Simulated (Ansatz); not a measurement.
# C₁₆H₁₆S₃Se: structure and electronic state

What does C₁₆H₁₆S₃Se look like as a singlet, and where do its frontier electrons sit?

Computed with Ansatz 0.2.0, Gaussian basis. Level: RKS PBE0-D4/def2-TZVP.

Plan: relaxation at r2SCAN-D4/def2-SVP; a single point at PBE0-D4/def2-TZVP.

## (1) The starting structure

SMILES `[SeH]CCCCc1ccc(-c2ccc(-c3cccs3)s2)s1`, 36 atoms, charge 0, spin multiplicity 1.

Atoms are counted from 1 here; the program's logs count them from 0.

Bond lengths: Se1–C2 1.976 Å, Se1–H21 1.447 Å, C2–C3 1.520 Å, C2–H22 1.090 Å, C2–H23 1.091 Å, C3–C4 1.526 Å, C3–H24 1.094 Å, C3–H25 1.094 Å, C4–C5 1.534 Å, C4–H26 1.093 Å, C4–H27 1.092 Å, C5–C6 1.489 Å, C5–H28 1.093 Å, C5–H29 1.091 Å, C6–C7 1.363 Å, C6–S20 1.733 Å, C7–C8 1.406 Å, C7–H30 1.076 Å and more. Angles: C2–Se1–H21 95.1°, Se1–C2–C3 113.7°, Se1–C2–H22 104.7°, Se1–C2–H23 106.8°, C3–C2–H22 111.9°, C3–C2–H23 111.0°, H22–C2–H23 108.5°, C2–C3–C4 114.0°, C2–C3–H24 108.9°, C2–C3–H25 107.9°, C4–C3–H24 108.9°, C4–C3–H25 109.4°, H24–C3–H25 107.5°, C3–C4–C5 113.1°, C3–C4–H26 109.4°, C3–C4–H27 108.8°, C5–C4–H26 109.1°, C5–C4–H27 108.5° and more.

As a file:

```xyz
36
C16H16S3Se
Se    6.0736    1.1176    1.8647
C     6.3108    0.3210    0.0716
C     5.6416   -1.0342   -0.0872
C     4.1195   -0.9904    0.0141
C     3.4580   -0.2761   -1.1718
C     1.9774   -0.4228   -1.1116
C     1.2095   -1.4187   -1.6366
C    -0.1613   -1.2767   -1.3584
C    -0.4481   -0.1642   -0.6102
C    -1.7156    0.3039   -0.1573
C    -1.9930    1.4417    0.5619
C    -3.3531    1.6076    0.8410
C    -4.1416    0.5981    0.3396
C    -5.5575    0.4499    0.4466
C    -6.4552    1.2777    1.0759
C    -7.7829    0.8219    0.9866
C    -7.8948   -0.3432    0.2958
S    -6.3748   -0.9124   -0.2646
S    -3.1739   -0.5822   -0.4983
S     1.0088    0.7188   -0.2395
H     6.7433    0.0462    2.5703
H     5.8989    1.0602   -0.6162
H     7.3858    0.2488   -0.1015
H     6.0277   -1.7124    0.6793
H     5.9302   -1.4402   -1.0611
H     3.8323   -0.4859    0.9399
H     3.7408   -2.0137    0.0575
H     3.8223   -0.7139   -2.1050
H     3.7177    0.7836   -1.1583
H     1.6165   -2.2307   -2.2135
H    -0.9202   -1.9600   -1.6968
H    -1.2249    2.1294    0.8699
H    -3.7464    2.4413    1.3937
H    -6.1708    2.1808    1.5841
H    -8.6219    1.3375    1.4190
H    -8.7788   -0.9081    0.0768
```

The start is a GFN2-xTB geometry.

## (2) Optimising with r2SCAN-D4/def2-SVP

Contents of in.yaml:

```yaml
crystal:
  periodic: [false, false, false]
  atoms:
    - {symbol: Se, position_ang: [6.073590, 1.117620, 1.864660]}
    - {symbol: C, position_ang: [6.310770, 0.320990, 0.071590]}
    - {symbol: C, position_ang: [5.641600, -1.034250, -0.087150]}
    - {symbol: C, position_ang: [4.119520, -0.990430, 0.014100]}
    - {symbol: C, position_ang: [3.458010, -0.276120, -1.171820]}
    - {symbol: C, position_ang: [1.977430, -0.422770, -1.111640]}
    - {symbol: C, position_ang: [1.209460, -1.418750, -1.636570]}
    - {symbol: C, position_ang: [-0.161330, -1.276730, -1.358420]}
    - {symbol: C, position_ang: [-0.448090, -0.164220, -0.610240]}
    - {symbol: C, position_ang: [-1.715560, 0.303870, -0.157320]}
    - {symbol: C, position_ang: [-1.992990, 1.441710, 0.561860]}
    - {symbol: C, position_ang: [-3.353080, 1.607600, 0.841030]}
    - {symbol: C, position_ang: [-4.141580, 0.598150, 0.339580]}
    - {symbol: C, position_ang: [-5.557490, 0.449920, 0.446590]}
    - {symbol: C, position_ang: [-6.455210, 1.277720, 1.075900]}
    - {symbol: C, position_ang: [-7.782880, 0.821940, 0.986570]}
    - {symbol: C, position_ang: [-7.894810, -0.343230, 0.295780]}
    - {symbol: S, position_ang: [-6.374810, -0.912360, -0.264580]}
    - {symbol: S, position_ang: [-3.173910, -0.582210, -0.498270]}
    - {symbol: S, position_ang: [1.008820, 0.718820, -0.239520]}
    - {symbol: H, position_ang: [6.743330, 0.046200, 2.570250]}
    - {symbol: H, position_ang: [5.898850, 1.060200, -0.616190]}
    - {symbol: H, position_ang: [7.385840, 0.248760, -0.101540]}
    - {symbol: H, position_ang: [6.027650, -1.712420, 0.679310]}
    - {symbol: H, position_ang: [5.930240, -1.440200, -1.061140]}
    - {symbol: H, position_ang: [3.832340, -0.485920, 0.939900]}
    - {symbol: H, position_ang: [3.740790, -2.013710, 0.057520]}
    - {symbol: H, position_ang: [3.822340, -0.713910, -2.105050]}
    - {symbol: H, position_ang: [3.717700, 0.783610, -1.158340]}
    - {symbol: H, position_ang: [1.616490, -2.230710, -2.213530]}
    - {symbol: H, position_ang: [-0.920210, -1.960010, -1.696800]}
    - {symbol: H, position_ang: [-1.224940, 2.129420, 0.869900]}
    - {symbol: H, position_ang: [-3.746360, 2.441260, 1.393680]}
    - {symbol: H, position_ang: [-6.170810, 2.180790, 1.584090]}
    - {symbol: H, position_ang: [-8.621930, 1.337460, 1.418980]}
    - {symbol: H, position_ang: [-8.778780, -0.908110, 0.076810]}
basis:
  gaussian: {orbitals: def2-SVP}
hamiltonian: {xc: r2scan, dispersion: d4}
scf: {lower_state_search: "off"}
output: {orbitals: {seedname: orbitals}}
relax: {f_tol: 0.03, max_steps: 70}
```

The run is started by

```
$ ansatz run in.yaml --threads 2 --pin off --events-out ev --progress --plain --max-ram 22528MiB --backend cuda --devices 0, --max-vram 18GiB
```

Further steps of the session: Single point, PBE0-D4/def2-TZVP.

Q: Predict the results of all the runs planned. Wanted: point group; commonest bond, hydrogen aside; HOMO, LUMO at PBE0-D4/def2-TZVP; dipole at r2SCAN-D4/def2-SVP.

The runs gave:

```
                       quantity                           value
                    point group                              C1
 commonest bond, hydrogen aside  C–C, 15 of mean length 1.435 Å
HOMO, LUMO at PBE0-D4/def2-TZVP                 -5.39, -1.77 eV
   dipole at r2SCAN-D4/def2-SVP                          1.70 D
```

What this shows: The molecule keeps its bonding pattern by the stored test; the atoms moved 0.43 Å (rms). No usable vibrations, so a minimum isn't proven. The HOMO lies nearest to C6, C10, C13 about 11 % each; 6 C atoms about 7 % each and the LUMO to C10, C13 about 10 % each; S19 10 %. The point group is read from a loosely relaxed geometry; soft torsions can leave it below the true symmetry.
